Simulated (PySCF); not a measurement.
# EuH3O3 (Eu(OH)3): the cost of one run

Computed with PySCF 2.14.0. Level: several levels, as the steps say, no spin–orbit coupling.

2 further runs of the same task are left out: 1 for a known fault of the program, 1 that didn't finish.

### Step 1. The system as given

7 atoms, charge 0, spin multiplicity 1.

Bond lengths: Eu1–O2 2.095 Å, Eu1–O4 2.095 Å, Eu1–O6 2.095 Å, O2–H3 0.959 Å, O4–H5 0.959 Å, O6–H7 0.959 Å. Angles: O2–Eu1–O4 119.8°, O2–Eu1–O6 119.8°, O4–Eu1–O6 119.8°, Eu1–O2–H3 178.0°, Eu1–O4–H5 178.0°, Eu1–O6–H7 178.0°.

Geometry (Å):

```xyz
7
charge 0, multiplicity 1
Eu    0.0000    0.0000    0.0269
O     2.0922    0.0000    0.1253
H     3.0484    0.0000    0.2036
O    -1.0461    1.8119    0.1253
H    -1.5242    2.6399    0.2036
O    -1.0461   -1.8119    0.1253
H    -1.5242   -2.6400    0.2036
```

Formal oxidation states: Eu +3. Each metal's 6 4f electrons lie in its core potential, so multiplicities, spins and levels count the valence alone. An earlier session relaxed this geometry at B3LYP, Eu lcecp-1-SVP with ECP52, O def2-SVP, H def2-SVP (singlet, point group C3v).

At B3LYP on the finer grid: E = -262.811556 Eh, HOMO -7.25 eV, LUMO -1.65 eV, Mulliken charge on Eu1 +1.03 e, largest force component 0.005 eV/Å. 

Levels to run: BLYP; CAM-B3LYP; M06-L; revPBE; B3LYP, TZVP. Hardware: 2 threads of AMD EPYC (Zen 3), shared host.

### Step 2. BLYP

Input file run.py (the lines that set the calculation):

```python
mol = gto.M(atom='''
Eu     0.00000     0.00000     0.02689
O      2.09222     0.00001     0.12534
H      3.04836     0.00002     0.20359
O     -1.04612     1.81191     0.12534
H     -1.52419     2.63995     0.20359
O     -1.04610    -1.81193     0.12534
H     -1.52416    -2.63996     0.20359''',
    basis={'Eu': 'lcecp-1-SVP', 'O': 'def2-SVP', 'H': 'def2-SVP'},
    ecp={'Eu': 'lcecp-1-SVP'},
    charge=0, spin=0)
mf = dft.RKS(mol, xc='BLYP')
mf.grids.atom_grid = (75, 302)  # f atoms: unpruned, at least (60, 302)
mf = mf.density_fit()  # fitting sets: Eu AutoAux, O def2-universal-JKFIT, H def2-universal-JKFIT
mf.conv_tol = 1e-08; mf.max_cycle = 55
mf.kernel(dm0)  # dm0: the density of the relaxed state
```

Run with:

```
$ OMP_NUM_THREADS=2 python run.py
```

**Question.** How long does this run take on 2 threads of AMD EPYC (Zen 3), shared host?

About 14 s.
